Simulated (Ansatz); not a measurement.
# AlGe (quartet): from Hartree-Fock to the top rungs, cc-pVTZ

The task here is to estimate one member of a computed series from the others.

Method: cc-pVTZ, core rule «outside noble gas», up to 19 orbitals frozen; program: Ansatz 0.2.0, Gaussian basis.

The runs, in order: UHF; CCSD(T) on ROHF; CCSD(T) on UHF; BCCD(T) on ROHF; CISD; CCSDT(Q) on ROHF; CCSDT(Q) on UHF; CASSCF and MRCISD+Q, 7 electrons in 8 orbitals; CASSCF and NEVPT2, 7 electrons in 8 orbitals.

16 further runs of the same task are left out: 2 for a known fault of the program, 5 that didn't finish, 9 set aside as unsound or not needed.

## The system

The geometry is a PBE0/def2-TZVP stationary point (not a proven minimum) of the parent state, kept for this charge and spin. No spin-orbit coupling is included. The filled d shell of Ge may be among the frozen orbitals whatever the setting's name suggests; the logs give the count.

2 atoms, charge 0, spin multiplicity 4.

Atoms are counted from 1 here; the program's logs count them from 0.

Bond lengths: Ge1–Al2 2.446 Å.

Geometry (Å):

```xyz
2
charge 0, multiplicity 4
Ge    0.00000    0.00000    0.00000
Al    0.00000    0.00000    2.44638
```

Set-up of the first run:

in.yaml

```yaml
crystal:
  periodic: [false, false, false]
  atoms:
    - {symbol: Ge, position_ang: [0.000000, 0.000000, 0.000000]}
    - {symbol: Al, position_ang: [0.000000, 0.000000, 2.446378]}
basis:
  gaussian: {orbitals: cc-pVTZ}
magnetization: {spin_polarized: true, initial_magnetization: 3}
hamiltonian: {xc: hf}
output: {orbitals: {seedname: orbitals}}
```

The run is started by

```bash
> ansatz run in.yaml --threads 1 --pin off --events-out ev --progress --plain --max-ram 2393MiB
```

Steps of the session up to this table: UHF; CCSD(T) on ROHF; CCSD(T) on UHF; BCCD(T) on ROHF; CISD; CCSDT(Q) on ROHF; CCSDT(Q) on UHF; CASSCF and MRCISD+Q, 7 electrons in 8 orbitals; CASSCF and NEVPT2, 7 electrons in 8 orbitals.

One of the session's tables, all rows but one given; the rest of the session is left out.

```
          method  from UCCSDT(Q) (kJ/mol)
            ROHF                   +398.4
             UHF                   +388.9
            RMP2                    +90.7
            UMP2                    +91.6
            CISD                    +42.2
           RCCSD                    +27.7
           UCCSD                    +26.3
        RCCSD(T)                     +6.7
        UCCSD(T)                     +5.7
         BCCD(T)                     +6.6
          RCCSDT                     +2.5
          UCCSDT                     +1.4
       RCCSDT(Q)                     +1.1
       UCCSDT(Q)                        0
  CASSCF valence                   +272.4
  NEVPT2 valence                        ?
  MRCISD valence                    +21.0
MRCISD+Q valence                     +1.5
```

Estimate the missing values for NEVPT2 valence.

**Answer.** from UCCSDT(Q) (kJ/mol): +60.8. In the column «from UCCSDT(Q) (kJ/mol)» it lies between CISD (+42.2) and RMP2 (+90.7).

To keep in mind: Restricted and unrestricted rows rest on different reference determinants; where their highest levels disagree by more than a few hundredths of an eV, they describe different states and don't form one ladder.
